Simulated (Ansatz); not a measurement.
ScTc₃, space group Fm-3m, a scan of one input key

With the Python package of Ansatz (0.2.0).

Run as a notebook:

In [1]:
```python
import ansatz as az
from pymatgen.core import Lattice, Structure
from pymatgen.io.ase import AseAtomsAdaptor
```

In [2]:
```python
pmg_structure = Structure(
    Lattice([(0.0, 3.123985, 3.123985), (3.123985, 0.0, 3.123985), (3.123985, 3.123985, 0.0)]),
    ["Sc", "Tc", "Tc", "Tc"],
    [
        (0.0, 0.0, 0.0),
        (0.25, 0.25, 0.25),
        (0.75, 0.75, 0.75),
        (0.5, 0.5, 0.5),
    ],
)
xtal = az.Crystal.from_ase(AseAtomsAdaptor.get_atoms(pmg_structure))
```

In [3]:
```python
calculation = xtal.calculation()
calculation = calculation.functional("LDA").kpoints(spacing=0.38)
calculation = calculation.occupations("fermi_dirac", width=0.1)
calculation = calculation.mixing("anderson", ndim=6, beta=0.6).band_table()
typed = calculation.input()
rows = []
for value in [4, 6, 9]:
    edited = typed.set(az.key.basis.ecutrho_ratio, value)
    r = az.Session.from_dict(edited).plan().execute().report
    rows.append((value, r["free_energy_ev"], r["n_iterations"], len(r["eigenvalues_ev"][0]) if "eigenvalues_ev" in r else 0))
for row in rows:
    print("; ".join(f"{name} = {round(v, 4) if isinstance(v, float) else v}" for name, v in zip(["density ratio", "F eV", "iterations", "bands listed"], row)))
print(edited.to_yaml())
```
```text
DeckWarning: basis.ecutwfc = 500 eV, auto-derived from the records' recommended cutoffs: set by Tc (normal level)
density ratio = 4; F eV = -17933.3014; iterations = 9; bands listed = 34
density ratio = 6; F eV = -17933.3014; iterations = 9; bands listed = 34
density ratio = 9; F eV = -17933.3014; iterations = 9; bands listed = 34
crystal:
  lattice:
    - [0.0, 3.123985, 3.123985]
    - [3.123985, 0.0, 3.123985]
    - [3.123985, 3.123985, 0.0]
  atoms:
    - { symbol: Sc, position: [0.0, 0.0, 0.0] }
    - { symbol: Tc, position: [0.25, 0.25, 0.25] }
    - { symbol: Tc, position: [0.75, 0.75, 0.75] }
    - { symbol: Tc, position: [0.5, 0.5, 0.5] }
kpoints:
  mp_grid:
    kspacing: 0.38
hamiltonian:
  xc: lda
scf:
  mixing:
    algorithm: anderson
    beta: 0.6
    ndim: 6
  occupations:
    method: fermi_dirac
    width: 0.1
output:
  eigenvalues: true
basis:
  ecutrho_ratio: 9
```

What to keep in mind:
- The settings weren't tested for convergence.
- The run is spin-unpolarised.
- For a metal this k-point mesh is coarse: on a finer one energies can move by several to tens of meV an atom and pressures by half a GPa or more, differences at one mesh by less.
- The structure comes from a database of computed cells and needn't be a stable or known phase.
- Warnings are shown shortened and without file and line.
- The whole script took 5.3 s on 1 thread of Arm Neoverse V2, on a shared host, peak memory 0.49 GiB.

(Lines on the test bed's own set-up are left out of the output.)
